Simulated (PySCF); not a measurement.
**[ReO3F]−: forces at shaken geometries**

Aim: move all atoms of relaxed [ReO3F]− at random and read energies and forces. The species was built from a template and needn't be a known compound.

Program: PySCF 2.14.0. Level of theory: PBE, Re def2-SVP with ECP60, O def2-SVP, F def2-SVP; scalar-relativistic core potentials, no spin–orbit coupling. These are calculated values, not measurements.

1 further run of the same task is left out (for a known fault of the program).

## (1) The starting structure

5 atoms, charge -1, spin multiplicity 2.

Bond lengths: Re1–O2 1.746 Å, Re1–O3 1.756 Å, Re1–O4 1.756 Å, Re1–F5 1.955 Å. Angles: O2–Re1–O3 106.6°, O2–Re1–O4 106.6°, O2–Re1–F5 135.2°, O3–Re1–O4 121.9°, O3–Re1–F5 94.3°, O4–Re1–F5 94.3°.

Coordinates:

```xyz
5
charge -1, multiplicity 2
Re    0.0418    0.0618    0.0943
O     1.1780    0.7596    1.2222
O    -1.1838   -0.7493    1.0558
O     0.9928   -0.7919   -1.1104
F    -1.2372    0.7694   -1.2044
```

Formal oxidation states: Re +6. An earlier session relaxed this geometry at PBE, Re def2-SVP with ECP60, O def2-SVP, F def2-SVP (doublet, point group Cs).

Its energy there is -403.504947 Eh.

## (2) Atoms moved at random, σ = 0.03 Å

File run.py (the lines that set the calculation):

```python
mol = gto.M(atom='''
Re     0.03639     0.08669     0.11321
O      1.17836     0.76554     1.20158
O     -1.17245    -0.74876     1.07931
O      0.95488    -0.81566    -1.12496
F     -1.20555     0.76174    -1.21161''',
    basis={'Re': 'def2-SVP', 'O': 'def2-SVP', 'F': 'def2-SVP'},
    ecp={'Re': 'def2-SVP'},
    charge=-1, spin=1)
mf = dft.UKS(mol, xc='PBE')
mf.grids.atom_grid = (50, 194)
mf = mf.density_fit()  # fitting sets: Re def2-universal-JKFIT, O def2-universal-JKFIT, F def2-universal-JKFIT
mf.conv_tol = 1e-08; mf.max_cycle = 55
mf.kernel(dm0)  # dm0: the density of the relaxed state
```

Command:

```sh
$ OMP_NUM_THREADS=2 python run.py
```

The program printed:

```text
init E= -403.506532073533
  HOMO = 0.0358693082765  LUMO = 0.0709345573346  gap/eV = 0.95417
cycle= 1 E= -403.499980771253  delta_E= 0.00655  |g|= 0.0824  |ddm|= 0.177
  HOMO = 0.0391391084319  LUMO = 0.0723531436903  gap/eV = 0.90380
cycle= 2 E= -403.407358585864  delta_E= 0.0926  |g|= 0.48  |ddm|= 0.418
  HOMO = 0.0378809919061  LUMO = 0.0728685427672  gap/eV = 0.95206
cycle= 3 E= -403.501890356179  delta_E= -0.0945  |g|= 0.0527  |ddm|= 0.346
  HOMO = 0.0363049185735  LUMO = 0.0712411546327  gap/eV = 0.95066
cycle= 4 E= -403.502871599391  delta_E= -0.000981  |g|= 0.021  |ddm|= 0.0497
  HOMO = 0.0359083560618  LUMO = 0.0708681711018  gap/eV = 0.95131
cycle= 5 E= -403.503006358413  delta_E= -0.000135  |g|= 0.0108  |ddm|= 0.0194
  HOMO = 0.0362647954395  LUMO = 0.0712673135492  gap/eV = 0.95247
cycle= 6 E= -403.503048634354  delta_E= -4.23e-05  |g|= 0.0036  |ddm|= 0.00884
  HOMO = 0.0363240434722  LUMO = 0.0713284190147  gap/eV = 0.95252
cycle= 7 E= -403.503053137156  delta_E= -4.5e-06  |g|= 0.00163  |ddm|= 0.00364
  HOMO = 0.0363519507636  LUMO = 0.071360570599  gap/eV = 0.95263
cycle= 8 E= -403.503054189403  delta_E= -1.05e-06  |g|= 0.000235  |ddm|= 0.00137
  HOMO = 0.0363185380315  LUMO = 0.0713289427951  gap/eV = 0.95268
cycle= 9 E= -403.503054217663  delta_E= -2.83e-08  |g|= 0.000165  |ddm|= 0.000497
  HOMO = 0.0363350181585  LUMO = 0.0713449206225  gap/eV = 0.95267
cycle= 10 E= -403.503054232411  delta_E= -1.47e-08  |g|= 4.87e-05  |ddm|= 0.00025
  HOMO = 0.036330663634  LUMO = 0.0713402729006  gap/eV = 0.95266
cycle= 11 E= -403.50305423362  delta_E= -1.21e-09  |g|= 9.04e-06  |ddm|= 5.97e-05
  HOMO = 0.0363317984483  LUMO = 0.0713413639774  gap/eV = 0.95266
Extra cycle  E= -403.503054232956  delta_E= 6.64e-10  |g|= 4.09e-05  |ddm|= 3.9e-05
converged SCF energy = -403.503054232956  <S^2> = 0.75182711  2S+1 = 2.0018263
```

Wall time 4.1 s (2 threads of Arm Neoverse V1, shared host).

It gives: E = -403.503054 Eh (+0.051 eV from the relaxed state), HOMO 0.99 eV, LUMO 1.94 eV (over both spins), ⟨S²⟩ = 0.752, Mulliken charge on Re1 +0.66 e, largest force component 1.684 eV/Å. The highest filled level lies above zero; it isn't the detachment energy.

```csv
atom,Fx,Fy,Fz (eV/Å)
Re1,-0.391,-1.684,-1.412
O2,0.970,0.588,0.869
O3,0.134,0.224,-0.042
O4,-0.393,0.644,0.822
F5,-0.321,0.228,-0.237
```

## (3) Atoms moved at random, σ = 0.1 Å

File run.py (the lines that set the calculation):

```python
mol = gto.M(atom='''
Re     0.00631     0.19172     0.10401
O      1.05218     0.63509     1.16939
O     -1.13297    -0.89494     1.02189
O      1.07471    -0.66065    -1.04016
F     -1.20860     0.77834    -1.19760''',
    basis={'Re': 'def2-SVP', 'O': 'def2-SVP', 'F': 'def2-SVP'},
    ecp={'Re': 'def2-SVP'},
    charge=-1, spin=1)
mf = dft.UKS(mol, xc='PBE')
mf.grids.atom_grid = (50, 194)
mf = mf.density_fit()  # fitting sets: Re def2-universal-JKFIT, O def2-universal-JKFIT, F def2-universal-JKFIT
mf.conv_tol = 1e-08; mf.max_cycle = 55
mf.kernel(dm0)  # dm0: the density of the relaxed state
```

Command:

```sh
$ OMP_NUM_THREADS=2 python run.py
```

The program printed:

```text
init E= -403.502388560048
  HOMO = 0.0377905955953  LUMO = 0.0715016125005  gap/eV = 0.91732
cycle= 1 E= -403.390710031885  delta_E= 0.112  |g|= 0.365  |ddm|= 0.72
  HOMO = 0.0732882198476  LUMO = 0.0918568743752  gap/eV = 0.50528
cycle= 2 E= -401.529961675633  delta_E= 1.86  |g|= 2.12  |ddm|= 1.77
  HOMO = 0.0657466193401  LUMO = 0.0973095184817  gap/eV = 0.85887
cycle= 3 E= -403.351668095042  delta_E= -1.82  |g|= 0.486  |ddm|= 1.49
  HOMO = 0.0456499330445  LUMO = 0.0776748929389  gap/eV = 0.87144
cycle= 4 E= -403.43389680327  delta_E= -0.0822  |g|= 0.198  |ddm|= 0.508
  HOMO = 0.0404342130011  LUMO = 0.0728963022444  gap/eV = 0.88334
cycle= 5 E= -403.440336251496  delta_E= -0.00644  |g|= 0.152  |ddm|= 0.202
  HOMO = 0.0430005613549  LUMO = 0.0760121259009  gap/eV = 0.89829
cycle= 6 E= -403.449481105249  delta_E= -0.00914  |g|= 0.0296  |ddm|= 0.116
  HOMO = 0.0455266920757  LUMO = 0.0786639893676  gap/eV = 0.90171
cycle= 7 E= -403.449814128121  delta_E= -0.000333  |g|= 0.0129  |ddm|= 0.0283
  HOMO = 0.0451979157174  LUMO = 0.0783926334193  gap/eV = 0.90327
cycle= 8 E= -403.449873818038  delta_E= -5.97e-05  |g|= 0.00599  |ddm|= 0.0131
  HOMO = 0.0449933811637  LUMO = 0.0782315833844  gap/eV = 0.90446
cycle= 9 E= -403.449886202369  delta_E= -1.24e-05  |g|= 0.00125  |ddm|= 0.00485
  HOMO = 0.0450676439022  LUMO = 0.0783075969813  gap/eV = 0.90451
cycle= 10 E= -403.449886852929  delta_E= -6.51e-07  |g|= 0.000316  |ddm|= 0.00128
  HOMO = 0.0450608068624  LUMO = 0.0783006923184  gap/eV = 0.90450
cycle= 11 E= -403.449886903264  delta_E= -5.03e-08  |g|= 8.46e-05  |ddm|= 0.000402
  HOMO = 0.0450598685377  LUMO = 0.0782994082608  gap/eV = 0.90449
cycle= 12 E= -403.449886907425  delta_E= -4.16e-09  |g|= 2.86e-05  |ddm|= 0.000108
  HOMO = 0.0450639854826  LUMO = 0.0783035608487  gap/eV = 0.90449
Extra cycle  E= -403.44988690202  delta_E= 5.41e-09  |g|= 0.000118  |ddm|= 0.000116
converged SCF energy = -403.44988690202  <S^2> = 0.7515706  2S+1 = 2.00157
```

Wall time 4.2 s (2 threads of Arm Neoverse V1, shared host).

Read off: E = -403.449887 Eh (+1.498 eV from the relaxed state), HOMO 1.23 eV, LUMO 2.13 eV (over both spins), ⟨S²⟩ = 0.752, Mulliken charge on Re1 +0.60 e, largest force component 9.951 eV/Å. The highest filled level lies above zero; it isn't the detachment energy.

```csv
atom,Fx,Fy,Fz (eV/Å)
Re1,-8.146,-8.299,-7.405
O2,9.270,4.842,9.951
O3,1.026,1.638,-0.933
O4,-0.550,0.682,0.051
F5,-1.601,1.138,-1.664
```

## (4) Atoms moved at random, σ = 0.06 Å

File run.py (the lines that set the calculation):

```python
mol = gto.M(atom='''
Re     0.03426     0.05281     0.10891
O      1.20277     0.80020     1.23618
O     -1.28622    -0.76451     1.04206
O      1.06803    -0.77265    -1.10218
F     -1.22721     0.73370    -1.22744''',
    basis={'Re': 'def2-SVP', 'O': 'def2-SVP', 'F': 'def2-SVP'},
    ecp={'Re': 'def2-SVP'},
    charge=-1, spin=1)
mf = dft.UKS(mol, xc='PBE')
mf.grids.atom_grid = (50, 194)
mf = mf.density_fit()  # fitting sets: Re def2-universal-JKFIT, O def2-universal-JKFIT, F def2-universal-JKFIT
mf.conv_tol = 1e-08; mf.max_cycle = 55
mf.kernel(dm0)  # dm0: the density of the relaxed state
```

Command:

```sh
$ OMP_NUM_THREADS=2 python run.py
```

The program printed:

```text
init E= -403.451056265307
  HOMO = -0.00275299808612  LUMO = 0.032964905799  gap/eV = 0.97193
cycle= 1 E= -403.495693796195  delta_E= -0.0446  |g|= 0.0862  |ddm|= 0.232
  HOMO = 0.0347973724958  LUMO = 0.0702039914272  gap/eV = 0.96346
cycle= 2 E= -403.445350889561  delta_E= 0.0503  |g|= 0.352  |ddm|= 0.361
  HOMO = 0.027178811378  LUMO = 0.0628969244898  gap/eV = 0.97194
cycle= 3 E= -403.49537524921  delta_E= -0.05  |g|= 0.0927  |ddm|= 0.31
  HOMO = 0.0230954782271  LUMO = 0.0586636241553  gap/eV = 0.96786
cycle= 4 E= -403.498766132758  delta_E= -0.00339  |g|= 0.0298  |ddm|= 0.0923
  HOMO = 0.0226402593449  LUMO = 0.0584118788537  gap/eV = 0.97340
cycle= 5 E= -403.498973608877  delta_E= -0.000207  |g|= 0.018  |ddm|= 0.0272
  HOMO = 0.0221442535001  LUMO = 0.0578553823288  gap/eV = 0.97175
cycle= 6 E= -403.499085861624  delta_E= -0.000112  |g|= 0.00625  |ddm|= 0.0165
  HOMO = 0.0224518926204  LUMO = 0.058197214217  gap/eV = 0.97268
cycle= 7 E= -403.499100898105  delta_E= -1.5e-05  |g|= 0.00167  |ddm|= 0.00524
  HOMO = 0.0224545975443  LUMO = 0.0582030873462  gap/eV = 0.97277
cycle= 8 E= -403.499101349389  delta_E= -4.51e-07  |g|= 0.00127  |ddm|= 0.002
  HOMO = 0.0223906188046  LUMO = 0.0581469394005  gap/eV = 0.97298
cycle= 9 E= -403.499102040123  delta_E= -6.91e-07  |g|= 0.000138  |ddm|= 0.00101
  HOMO = 0.0224050257462  LUMO = 0.0581638908656  gap/eV = 0.97305
cycle= 10 E= -403.499102048923  delta_E= -8.8e-09  |g|= 2.23e-05  |ddm|= 0.00015
  HOMO = 0.0224073577422  LUMO = 0.058167388874  gap/eV = 0.97308
Extra cycle  E= -403.499102046584  delta_E= 2.34e-09  |g|= 7.98e-05  |ddm|= 7.54e-05
converged SCF energy = -403.499102046584  <S^2> = 0.75204336  2S+1 = 2.0020423
```

Wall time 3.6 s (2 threads of Arm Neoverse V1, shared host).

Result: E = -403.499102 Eh (+0.159 eV from the relaxed state), HOMO 0.61 eV, LUMO 1.58 eV (over both spins), ⟨S²⟩ = 0.752, Mulliken charge on Re1 +0.68 e, largest force component 1.796 eV/Å. The highest filled level lies above zero; it isn't the detachment energy.

```csv
atom,Fx,Fy,Fz (eV/Å)
Re1,0.520,-0.843,0.604
O2,-1.445,-0.747,-0.950
O3,1.796,0.953,-0.933
O4,-1.125,0.664,1.113
F5,0.253,-0.027,0.167
```

## (5) The displacements side by side

| σ (Å) | energy rise (eV) | harmonic estimate −½ F·u (eV) | largest force component (eV/Å) |
| --- | --- | --- | --- |
| 0.03 | 0.051 | 0.051 | 1.68 |
| 0.1 | 1.498 | 1.655 | 9.95 |
| 0.06 | 0.159 | 0.158 | 1.80 |

Every displacement raises the energy. For a harmonic well the rise equals −½ F·u; the two differ by at most 10 % here (a move with σ = 0.1 Å), from anharmonicity, the grid and the small forces left at the relaxed point. These are double-zeta-type bases without diffuse functions. Spin–orbit coupling is left out for this open shell, where it can reorder the states. Open shells may have lower solutions than the one found.
